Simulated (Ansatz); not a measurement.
# C4H10BCl: the cost of one run

The runs use Ansatz 0.2.0, Gaussian basis; the settings change from run to run.

### 1 The geometry

An earlier PBE0-D4 in a triple-zeta def2 set relaxation fixed the geometry.

SMILES `CCB(Cl)CC`, 16 atoms, charge 0, spin multiplicity 1.

Atoms are counted from 1 here; the program's logs count them from 0.

Bond lengths: C1–C2 1.521 Å, C1–H7 1.093 Å, C1–H8 1.092 Å, C1–H9 1.092 Å, C2–B3 1.563 Å, C2–H10 1.098 Å, C2–H11 1.103 Å, B3–Cl4 1.769 Å, B3–C5 1.563 Å, C5–C6 1.521 Å, C5–H12 1.098 Å, C5–H13 1.103 Å, C6–H14 1.091 Å, C6–H15 1.093 Å, C6–H16 1.092 Å. Angles: C2–C1–H7 111.2°, C2–C1–H8 111.3°, C2–C1–H9 111.5°, H7–C1–H8 107.0°, H7–C1–H9 107.7°, H8–C1–H9 107.9°, C1–C2–B3 119.0°, C1–C2–H10 111.0°, C1–C2–H11 109.8°, B3–C2–H10 108.2°, B3–C2–H11 104.0°, H10–C2–H11 103.6°, C2–B3–Cl4 119.1°, C2–B3–C5 121.7°, Cl4–B3–C5 119.2°, B3–C5–C6 119.0°, B3–C5–H12 108.3°, B3–C5–H13 104.0° and more.

Geometry (Å):

```
C     0.31915   -2.52281   -0.81022
C     0.79568   -1.18040   -0.27612
B    -0.26124   -0.07275    0.03822
Cl   -1.95319   -0.53581    0.26312
C     0.13827    1.43333    0.15843
C    -0.80064    2.38969    0.87825
H    -0.18388   -2.40875   -1.77338
H    -0.39536   -2.98880   -0.12927
H     1.15130   -3.21635   -0.95059
H     1.56370   -0.74694   -0.92957
H     1.32320   -1.32611    0.68145
H     1.15186    1.48786    0.57594
H     0.27168    1.75811   -0.88720
H    -1.79281    2.38774    0.42336
H    -0.92779    2.10507    1.92542
H    -0.42272    3.41433    0.85643
```

### 2 B2GP-PLYP/pcseg-2

Set apart from the defaults: unrestricted orbitals, finite nuclei, the search for lower states set to light.

Input file in.yaml:

```yaml
crystal:
  periodic: [false, false, false]
  atoms:
    - {symbol: C, position_ang: [0.319151, -2.522810, -0.810215]}
    - {symbol: C, position_ang: [0.795680, -1.180397, -0.276116]}
    - {symbol: B, position_ang: [-0.261237, -0.072753, 0.038219]}
    - {symbol: Cl, position_ang: [-1.953194, -0.535812, 0.263120]}
    - {symbol: C, position_ang: [0.138267, 1.433328, 0.158430]}
    - {symbol: C, position_ang: [-0.800636, 2.389691, 0.878254]}
    - {symbol: H, position_ang: [-0.183885, -2.408752, -1.773377]}
    - {symbol: H, position_ang: [-0.395364, -2.988803, -0.129266]}
    - {symbol: H, position_ang: [1.151300, -3.216348, -0.950588]}
    - {symbol: H, position_ang: [1.563696, -0.746942, -0.929568]}
    - {symbol: H, position_ang: [1.323203, -1.326112, 0.681446]}
    - {symbol: H, position_ang: [1.151861, 1.487865, 0.575942]}
    - {symbol: H, position_ang: [0.271681, 1.758106, -0.887199]}
    - {symbol: H, position_ang: [-1.792813, 2.387737, 0.423365]}
    - {symbol: H, position_ang: [-0.927792, 2.105065, 1.925425]}
    - {symbol: H, position_ang: [-0.422718, 3.414335, 0.856428]}
basis:
  gaussian: {orbitals: pcseg-2, nuclear_model: gaussian}
magnetization: {spin_polarized: true, initial_magnetization: 0}
hamiltonian: {xc: {name: B2GP-PLYP}}
scf: {lower_state_search: light}
output: {forces: true}
```

Command:

```sh
> ansatz run in.yaml --threads 4 --pin off --events-out ev --progress --plain --max-ram 11315MiB
```

**Question.** How long does this run take on 4 threads of Arm Neoverse V2, shared host, and how much memory does it need?

About 50 s, with a peak of 1.7 GiB.
